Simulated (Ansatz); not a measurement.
# C₂H₅BFN: up Jacob's ladder to CCSD(T)

The task here is to estimate one member of a computed series from the others.

The runs use Ansatz 0.2.0, Gaussian basis; functionals in def2-TZVPP, the program's frozen cores in correlated methods.

Levels to be run: LDA (SPW92), PBE-D4, revPBE-D4, BLYP-D4, r2SCAN-D4, B97M-V, PBE0-D4, B3LYP-D4, r2SCANh-D4, r2SCAN0-D4, HSE06-D4, BHLYP-D4, CAM-B3LYP-D4, LC-ωPBE, ωB97X-V, ωB97M-V, B2PLYP, PBE-QIDH; CCSD(T)/def2-SVP; CCSD(T)/def2-TZVPP; MP2/def2-QZVPP; extrapolation to the limit; RPA on PBE.

### The relaxed structure

The geometry comes from an earlier relaxation with PBE0-D4 in a triple-zeta def2 set; it is a stationary point, not always the lowest conformer.

SMILES `C=NB(C)F`, 10 atoms, charge 0, spin multiplicity 1.

Atoms are counted from 1 here; the program's logs count them from 0.

Bond lengths: C1–N2 1.240 Å, C1–H6 1.098 Å, C1–H7 1.096 Å, N2–B3 1.385 Å, B3–C4 1.566 Å, B3–F5 1.345 Å, C4–H8 1.094 Å, C4–H9 1.095 Å, C4–H10 1.090 Å. Angles: N2–C1–H6 122.6°, N2–C1–H7 121.3°, H6–C1–H7 116.2°, C1–N2–B3 159.8°, N2–B3–C4 123.0°, N2–B3–F5 117.7°, C4–B3–F5 119.3°, B3–C4–H8 110.2°, B3–C4–H9 109.6°, B3–C4–H10 113.5°, H8–C4–H9 106.4°, H8–C4–H10 108.4°, H9–C4–H10 108.4°.

As a file:

```
C     0.5095    1.5576    1.2899
N    -0.1612    0.7217    0.6662
B    -0.6378   -0.0342   -0.3924
C     0.0115   -1.3901   -0.8319
F    -1.7500    0.3950   -1.0149
H     1.2185    2.2341    0.7955
H     0.4209    1.6611    2.3774
H    -0.7182   -2.2017   -0.7499
H     0.2970   -1.3361   -1.8874
H     0.8930   -1.6586   -0.2495
```

The first run:

Contents of in.yaml:

```yaml
crystal:
  periodic: [false, false, false]
  atoms:
    - {symbol: C, position_ang: [0.509458, 1.557594, 1.289921]}
    - {symbol: N, position_ang: [-0.161222, 0.721689, 0.666161]}
    - {symbol: B, position_ang: [-0.637830, -0.034239, -0.392355]}
    - {symbol: C, position_ang: [0.011471, -1.390116, -0.831934]}
    - {symbol: F, position_ang: [-1.749972, 0.395012, -1.014944]}
    - {symbol: H, position_ang: [1.218470, 2.234127, 0.795467]}
    - {symbol: H, position_ang: [0.420915, 1.661069, 2.377380]}
    - {symbol: H, position_ang: [-0.718151, -2.201661, -0.749911]}
    - {symbol: H, position_ang: [0.297050, -1.336117, -1.887400]}
    - {symbol: H, position_ang: [0.893013, -1.658558, -0.249487]}
basis:
  gaussian: {orbitals: def2-TZVPP}
hamiltonian: {xc: lda}
output: {orbitals: {seedname: orbitals}}
```

Command:

```sh
$ ansatz run in.yaml --threads 2 --pin off --events-out ev --progress --plain --max-ram 4352MiB
```

Steps of the session up to this table: LDA; PBE-D4 (GGA); revPBE-D4 (GGA); BLYP-D4 (GGA); r2SCAN-D4 (meta-GGA); B97M-V (meta-GGA); PBE0-D4 (hybrid); B3LYP-D4 (hybrid); r2SCANh-D4 (hybrid); r2SCAN0-D4 (hybrid); HSE06-D4 (hybrid); BHLYP-D4 (hybrid); CAM-B3LYP-D4 (range-separated); LC-ωPBE (range-separated); ωB97X-V (range-separated); ωB97M-V (range-separated); B2PLYP (double hybrid); PBE-QIDH (double hybrid).

One of the session's tables, all rows but one given; the rest of the session is left out.

```
  functional  HOMO (eV)  gap (eV)
 LDA (SPW92)      -6.30      3.85
      PBE-D4      -6.17      3.98
   revPBE-D4      -6.11      4.02
     BLYP-D4      -6.07      4.02
   r2SCAN-D4      -6.40      4.47
      B97M-V      -6.50      4.69
     PBE0-D4      -7.53      6.48
    B3LYP-D4      -7.32      6.01
  r2SCANh-D4      -6.91      5.40
  r2SCAN0-D4      -7.69      6.80
    HSE06-D4      -7.12      5.69
    BHLYP-D4      -8.84      9.02
CAM-B3LYP-D4          ?         ?
     LC-ωPBE     -10.26     11.68
     ωB97X-V      -9.92     11.25
     ωB97M-V      -9.84     11.04
```

**Question.** Estimate the row for CAM-B3LYP-D4.

The run gave: HOMO (eV): -8.94; gap (eV): 9.09. In the column «HOMO (eV)» it lies between ωB97M-V (-9.84) and BHLYP-D4 (-8.84).
